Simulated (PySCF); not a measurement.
# CH6Cl2GeSi: the cost of one run

The runs use PySCF 2.14.0, with density-fitted response routines of our own; the level of theory stands in each step. All values are computed, except where a source is named. Atoms are numbered from 0 throughout.

## (1) The starting structure

11 atoms, charge 0, multiplicity 1; geometry from: GFN2-xTB. The atoms were then displaced at random by about 0.01 Å, so the start is not that level's minimum.

Bonds of the start (Å): Cl0–C1 1.81, C1–Si2 1.91, Si2–Cl3 2.00, Si2–Ge4 2.35, C1–H5 1.08, C1–H6 1.08, Si2–H7 1.46, Ge4–H8 1.51, Ge4–H9 1.50, Ge4–H10 1.47.

## (2) Optimising the geometry at PBE0-D3(BJ)/def2-SVP

Job settings and geometry (Å):

```
{"job": {"xc": "PBE0", "basis": "def2-SVP", "d3": "d3bj", "grid": 1, "shake": 0.01, "kind": "geom"}, "charge": 0, "multiplicity": 1}
Cl    -0.561840    -2.151310     0.050860
C     -1.567390    -0.655700    -0.155350
Si    -0.465890     0.835820     0.314880
Cl    -0.920910     2.400210    -0.848470
Ge     1.729210     0.065510    -0.044150
H     -2.442210    -0.755450     0.477160
H     -1.876750    -0.627750    -1.191070
H     -0.741580     1.194100     1.705290
H      2.225250    -0.832600     1.061000
H      2.746670     1.171790    -0.077130
H      1.913550    -0.670450    -1.308690
```

On the command line:

```
> OMP_NUM_THREADS=1 python probes_run.py task.json out
```

The driver reads the jobs from task.json and runs them one after another.

**Question.** How long does this first job take on 1 thread of Arm Neoverse V1, shared host, and how much memory does it need?

About 1.7 min, with a peak of 0.52 GiB.
